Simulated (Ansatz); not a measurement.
Working through an all-electron equation of state of Cu, space group P6_3/mmc

Program: Ansatz 0.2.0 through its Python package.

The cells in order, each with its output:

```python
import ansatz as az
from ase.eos import EquationOfState
from ase.units import GPa
import numpy as np
```

```python
vectors0 = np.array([
    [2.534097, 0.0, 0.0],
    [-1.267048, 2.194592, 0.0],
    [0.0, 0.0, 4.112571],
])
sites = [
    ("Cu", (1 / 3, 2 / 3, 0.25)),
    ("Cu", (2 / 3, 1 / 3, 0.75)),
]
```

```python
def on_lattice(cell):
    crystal = az.Crystal(lattice=az.Lattice.of(cell))
    for symbol, position in sites:
        crystal = crystal.atom(symbol, position)
    return crystal

volumes, energies = [], []
for scale in np.linspace(0.94, 1.06, 5):
    cell = vectors0 * scale ** (1 / 3)
    job = (
        on_lattice(cell).calculation()
        .occupations(az.OccupationsMethod.METHFESSEL_PAXTON, width=150 * az.meV)
        .functional("pbesol")
        .kpoints(13, 13, 7)
        .pseudopotentials("all_electron", lapw=True, basis_error=0.0005)
    )
    data = job.run(threads=1, backend="cpu").report
    volumes.append(abs(np.linalg.det(cell)) / len(sites))
    energies.append(data["free_energy_ev"] / len(sites))
    print(f"{scale:.3f} {volumes[-1]:9.4f} A^3/atom {energies[-1]:16.5f} eV/atom  (estimated basis error {1000 * data['lapw_basis_errors']['total_ev_per_atom']:.2f} meV/atom)")
v0, e0, bulk = EquationOfState(volumes, energies, eos="birchmurnaghan").fit()
print(f"V0 = {v0:.4f} A^3/atom, B0 = {bulk / GPa:.1f} GPa")
```

    0.940   10.7495 A^3/atom     -44997.87854 eV/atom  (estimated basis error 0.09 meV/atom)
    0.970   11.0926 A^3/atom     -44997.89249 eV/atom  (estimated basis error 0.09 meV/atom)
    1.000   11.4356 A^3/atom     -44997.89412 eV/atom  (estimated basis error 0.09 meV/atom)
    1.030   11.7787 A^3/atom     -44997.88549 eV/atom  (estimated basis error 0.09 meV/atom)
    1.060   12.1218 A^3/atom     -44997.86830 eV/atom  (estimated basis error 0.09 meV/atom)
    V0 = 11.3122 A^3/atom, B0 = 168.3 GPa

A third-order Birch-Murnaghan fit through the 5 points has its minimum at 11.31 Å³ an atom, 1.1 % below the typed cell, with a bulk modulus of 168 GPa and dB/dP = 5.0. From that minimum the energy rises by 16.3 meV an atom on the compressed side and 26.5 meV on the expanded side.

What to keep in mind:
- All-electron totals depend on functional, relativistic treatment and basis; only differences at equal settings carry meaning.
- No spin polarisation was allowed.
- Shape and fractional positions are held along the curve, so the bulk modulus is an upper value where they are free to relax.
- For a metal this k-point mesh is coarse: on a finer one energies can move by several to tens of meV an atom and pressures by half a GPa or more, differences at one mesh by less.
- This isn't the structure that Cu takes at ambient conditions.
- Processor time in the engine: 66 s on 1 thread of Intel(R) Xeon(R) Processor @ 2.30GHz (shared host), peak memory 0.54 GiB.
